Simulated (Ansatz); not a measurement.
# ClGaH4SeSi: the cost of one run

Computed with Ansatz 0.2.0, Gaussian basis. Level: one geometry, several basis sets.

Plan: PBE0-D4/def2-SVP; ωB97M-V/def2-SVP; PBE0-D4/def2-QZVPP; ωB97M-V/def2-QZVPP; the functionals' def2-TZVPP values are taken from earlier runs.

### Step 1. The geometry

All runs share one geometry, relaxed beforehand with PBE0-D4 in a triple-zeta def2 set.

SMILES `[SiH3][Se][GaH][Cl]`, 8 atoms, charge 0, spin multiplicity 1.

Atoms are counted from 1 here; the program's logs count them from 0.

Bond lengths: Si1–Se2 2.287 Å, Si1–H5 1.485 Å, Si1–H6 1.483 Å, Si1–H7 1.483 Å, Se2–Ga3 2.309 Å, Ga3–Cl4 2.142 Å, Ga3–H8 1.552 Å. Angles: Se2–Si1–H5 109.8°, Se2–Si1–H6 109.0°, Se2–Si1–H7 109.1°, H5–Si1–H6 109.8°, H5–Si1–H7 109.8°, H6–Si1–H7 109.4°, Si1–Se2–Ga3 96.4°, Se2–Ga3–Cl4 113.8°, Se2–Ga3–H8 126.5°, Cl4–Ga3–H8 119.7°.

As a file:

```xyz
8
charge 0, multiplicity 1
Si   -1.4668   -0.2934   -0.5241
Se    0.5100    0.4702   -1.3836
Ga    1.7102    0.3484    0.5855
Cl    3.7506    0.9713    0.3939
H    -1.3056   -0.5914    0.9217
H    -1.8656   -1.5246   -1.2483
H    -2.5089    0.7457   -0.7087
H     1.1761   -0.1263    1.9637
```

### Step 2. PBE0-D4 in def2-SVP

in.yaml reads:

```yaml
crystal:
  periodic: [false, false, false]
  atoms:
    - {symbol: Si, position_ang: [-1.466765, -0.293369, -0.524148]}
    - {symbol: Se, position_ang: [0.509958, 0.470236, -1.383635]}
    - {symbol: Ga, position_ang: [1.710236, 0.348391, 0.585455]}
    - {symbol: Cl, position_ang: [3.750556, 0.971309, 0.393901]}
    - {symbol: H, position_ang: [-1.305642, -0.591407, 0.921721]}
    - {symbol: H, position_ang: [-1.865561, -1.524585, -1.248323]}
    - {symbol: H, position_ang: [-2.508869, 0.745687, -0.708685]}
    - {symbol: H, position_ang: [1.176088, -0.126251, 1.963713]}
basis:
  gaussian: {orbitals: def2-SVP}
hamiltonian: {xc: pbe0, dispersion: d4}
output: {orbitals: {seedname: orbitals}}
```

Run with:

```
ansatz run in.yaml --threads 2 --pin off --events-out ev --progress --plain --max-ram 32768MiB --backend cpu
```

Q: Estimate wall time and peak memory on 2 threads of AMD EPYC 7R13, shared host.

About 3.3 s, with a peak of 0.46 GiB.
